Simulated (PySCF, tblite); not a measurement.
# C₆H₁₁BFN: geometry, infrared bands and NMR shifts

What infrared bands and NMR shifts should C₆H₁₁BFN (`BN1CC/C(=C/CF)C1`) show?

Computed with tblite 0.8.0 and PySCF 2.14.0, with density-fitted response routines of our own, on a single molecule in the gas phase. Atoms count from 0, in the outputs and in this text.

**1. The molecule as given**

20 atoms, charge 0, multiplicity 1; geometry from: force field or distance geometry start.

Bonds of the start (Å): B0–N1 1.53, N1–C2 1.48, C2–C3 1.51, C3–C4 1.48, C4–C5 1.34, C5–C6 1.51, C6–F7 1.39, C4–C8 1.48, C8–N1 1.48, B0–H9 1.19, B0–H10 1.18, C2–H11 1.12, C2–H12 1.12, C3–H13 1.12, C3–H14 1.10, C5–H15 1.08, C6–H16 1.11, C6–H17 1.11, C8–H18 1.12, C8–H19 1.11.

**2. Optimising the geometry with GFN2-xTB**

The job: settings as JSON, then the geometry in Å.

```
{"job": {"kind": "relax", "xc": "GFN2-xTB", "basis": "xTB"}, "charge": 0, "multiplicity": 1}
B     -2.302900     1.724200     0.502100
N     -1.400300     0.880900    -0.399500
C     -1.830300    -0.529100    -0.465700
C     -0.600500    -1.374200    -0.707500
C      0.497400    -0.507800    -0.222500
C      1.767400    -0.917300    -0.109500
C      2.866100    -0.009700     0.380900
F      4.066800    -0.701500     0.434900
C     -0.003300     0.852500     0.092500
H     -2.878200     2.658500     0.051300
H     -2.460400     1.455100     1.643300
H     -2.333200    -0.864700     0.477900
H     -2.562200    -0.647700    -1.298600
H     -0.643100    -2.322000    -0.108900
H     -0.470100    -1.599900    -1.776900
H      2.021500    -1.940100    -0.354700
H      2.979900     0.855600    -0.298500
H      2.622300     0.348600     1.404400
H      0.074100     1.020700     1.197600
H      0.583800     1.628300    -0.445700
```

Command:

```
$ OMP_NUM_THREADS=1 python probes_run.py task.json out
```

One launch serves the whole session: the jobs run in the order shown.

**Question.** This job is followed by: GFN2-xTB harmonic vibrations, gas phase; GIAO PBE0/pcSseg-1 NMR shielding, non-relativistic, gas phase. What will the session give for the following? strongest single infrared mode (GFN2-xTB); zero-point energy (GFN2-xTB); 13C shifts against TMS (PBE0/pcSseg-1); 1H shifts against TMS (PBE0/pcSseg-1, means over atoms taken as alike); 11B shifts against BF3·OEt2 (PBE0/pcSseg-1); 15N shifts against NH3 (PBE0/pcSseg-1); 19F shifts against CFCl3 (PBE0/pcSseg-1).

**Answer**, as computed:

```
                                                              quantity                                     value
                             strongest single infrared mode (GFN2-xTB)                     2640 cm⁻¹, 191 km/mol
                                          zero-point energy (GFN2-xTB)                            101.5 kcal/mol
                                13C shifts against TMS (PBE0/pcSseg-1)  146.6, 128.2, 84.6, 58.2, 57.2, 38.5 ppm
1H shifts against TMS (PBE0/pcSseg-1, means over atoms taken as alike)    6.10, 5.31, 4.78, 4.05, 3.69, 2.64 ppm
                           11B shifts against BF3·OEt2 (PBE0/pcSseg-1)                                  34.7 ppm
                                15N shifts against NH3 (PBE0/pcSseg-1)                                 163.8 ppm
                              19F shifts against CFCl3 (PBE0/pcSseg-1)                                -255.2 ppm
```

Relaxing lowered the energy by 1.577 eV in 92 steps; the close pair that moved most is B0–N1, from 1.529 to 1.375 Å. All 54 modes are real, so the xTB geometry is a minimum. The strongest single mode, at 2640 cm⁻¹, moves mainly H9 and H10. Unscaled tight-binding wavenumbers are off by several per cent, some by more. Its intensities can rank the bands wrongly. H15 (hydrogen on an alkene CH) lies farthest downfield among hydrogen, at 6.10 ppm; attached to an sp2 carbon and in the plane of the double bond. At PBE0/pcSseg-1: Shielding is most anisotropic at N1 (span 205 ppm, paramagnetic term -221 ppm).
